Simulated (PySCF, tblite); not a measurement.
# C7H14BFS: geometry, infrared bands and NMR shifts

Aim: predict the infrared bands and NMR shifts of C7H14BFS (`C=CBS[C@@](C)(F)C(C)C`).

Programs: tblite 0.8.0 and PySCF 2.14.0, with density-fitted response routines of our own. Each step states its level of theory. These are calculated values for one molecule in the gas phase, unless marked as measured. Atoms are numbered from 0 throughout.

### Step 1. The starting structure

24 atoms, charge 0, multiplicity 1; geometry from: force field or distance geometry start.

Bonds of the start (Å): C0–C1 1.35, C1–B2 1.57, B2–S3 1.90, S3–C4 1.86, C4–C5 1.53, C4–F6 1.38, C4–C7 1.55, C7–C8 1.53, C7–C9 1.55, C0–H10 1.08, C0–H11 1.08, C1–H12 1.08, B2–H13 1.18, C5–H14 1.10, C5–H15 1.12, C5–H16 1.12, C7–H17 1.11, C8–H18 1.11, C8–H19 1.11, C8–H20 1.11, C9–H21 1.11, C9–H22 1.10, C9–H23 1.11.

### Step 2. Relaxing the molecule with GFN2-xTB

The job: settings as JSON, then the geometry in Å.

```
{"job": {"kind": "relax", "xc": "GFN2-xTB", "basis": "xTB"}, "charge": 0, "multiplicity": 1}
C      4.188700     1.336000     0.210800
C      2.908300     1.270700    -0.210400
B      2.252900    -0.110800    -0.544400
S      0.442200    -0.154200    -1.131700
C     -0.343900    -0.351400     0.542700
C     -0.079500    -1.762100     1.079000
F      0.228200     0.560400     1.413300
C     -1.866000    -0.048600     0.469900
C     -2.147200     1.403200     0.070600
C     -2.646000    -1.006100    -0.464300
H      4.614500     2.302000     0.445200
H      4.788400     0.444500     0.321500
H      2.322100     2.176200    -0.286700
H      2.860800    -1.114500    -0.459800
H     -0.336300    -2.527500     0.331900
H     -0.665900    -1.939100     2.018700
H      1.000100    -1.875200     1.341600
H     -2.291500    -0.195100     1.488300
H     -1.636600     2.109200     0.765900
H     -3.236500     1.617200     0.137000
H     -1.818300     1.617100    -0.964300
H     -2.265700    -0.936300    -1.509200
H     -3.715300    -0.734900    -0.459900
H     -2.569200    -2.061000    -0.118300
```

Run with:

```
> OMP_NUM_THREADS=1 python probes_run.py task.json out
```

The driver reads the jobs from task.json and runs them one after another.

**Question.** This job is followed by: GFN2-xTB harmonic vibrations, gas phase; GIAO PBE0/pcSseg-1 NMR shielding, non-relativistic, gas phase. What will the session give for the following? strongest single infrared mode (GFN2-xTB); zero-point energy (GFN2-xTB); ¹³C shifts against TMS (PBE0/pcSseg-1); ¹H shifts against TMS (PBE0/pcSseg-1, means over atoms taken as alike); ¹¹B shifts against BF3·OEt2 (PBE0/pcSseg-1); ³³S shifts against CS2 (PBE0/pcSseg-1); ¹⁹F shifts against CFCl3 (PBE0/pcSseg-1).

As calculated:

| quantity | value |
| --- | --- |
| strongest single infrared mode (GFN2-xTB) | 1082 cm⁻¹, 80 km/mol |
| zero-point energy (GFN2-xTB) | 122.8 kcal/mol |
| ¹³C shifts against TMS (PBE0/pcSseg-1) | 151.5, 148.1, 116.0, 43.1, 33.4, 20.1, 19.6 ppm |
| ¹H shifts against TMS (PBE0/pcSseg-1, means over atoms taken as alike) | 7.24, 7.02, 6.72, 6.50, 2.10, 1.83, 1.29, 1.07 ppm |
| ¹¹B shifts against BF3·OEt2 (PBE0/pcSseg-1) | 58.6 ppm |
| ³³S shifts against CS2 (PBE0/pcSseg-1) | 202 ppm |
| ¹⁹F shifts against CFCl3 (PBE0/pcSseg-1) | -147.4 ppm |

In words: Relaxing lowered the energy by 0.810 eV in 127 steps; the close pair that moved most is B2–S3, from 1.904 to 1.767 Å. No mode is imaginary among the 66: a minimum at this level. The strongest single mode, at 1082 cm⁻¹, is spread over several atoms, B2, H12, C1 among them. GFN2-xTB is a fitted tight-binding method: band positions and strengths are rough. Its intensities can rank the bands wrongly. C0 (terminal =CH2 carbon) lies farthest downfield among carbon, at 151.5 ppm; the olefinic region. At PBE0/pcSseg-1: Shielding is most anisotropic at S3 (span 351 ppm, paramagnetic term -761 ppm).
